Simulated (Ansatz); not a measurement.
Sn3Te in Ansatz: the effect of functional

Crystal: Sn3Te.

```
CELL_PARAMETERS angstrom
4.79986 0.00000 0.00000
0.00000 4.79986 0.00000
0.00000 0.00000 4.79986
ATOMIC_POSITIONS crystal
Te 0.00000 0.00000 0.00000
Sn 0.00000 0.50000 0.50000
Sn 0.50000 0.00000 0.50000
Sn 0.50000 0.50000 0.00000
```

The cell comes from a database or a generator and needn't be the stable form of this composition.

The cell isn't the ideal one: volume scaled by 0.96.

Alike in all runs:

- Program: Ansatz 0.2.0
- Task: single point
- Potentials or basis: Ansatz PAW
- k mesh: 6 × 6 × 6
- Occupations: fermi-dirac, width 0.05 eV
- Spin: no spin polarisation

```csv
functional,cutoff,pressure (GPa)
LDA,420 eV (not typed: the program's choice for these potentials),-1.7
r2SCAN,500 eV (not typed: the program's choice for these potentials),1.6
PBE,420 eV (not typed: the program's choice for these potentials),?
```

Task: What does the run with functional PBE give?

Result: Pressure 2.3 GPa.

Caveats: the PAW data sets come from PBE, with cores solved anew for the run's functional, which leaves a small shift of forces and pressure (some runs).
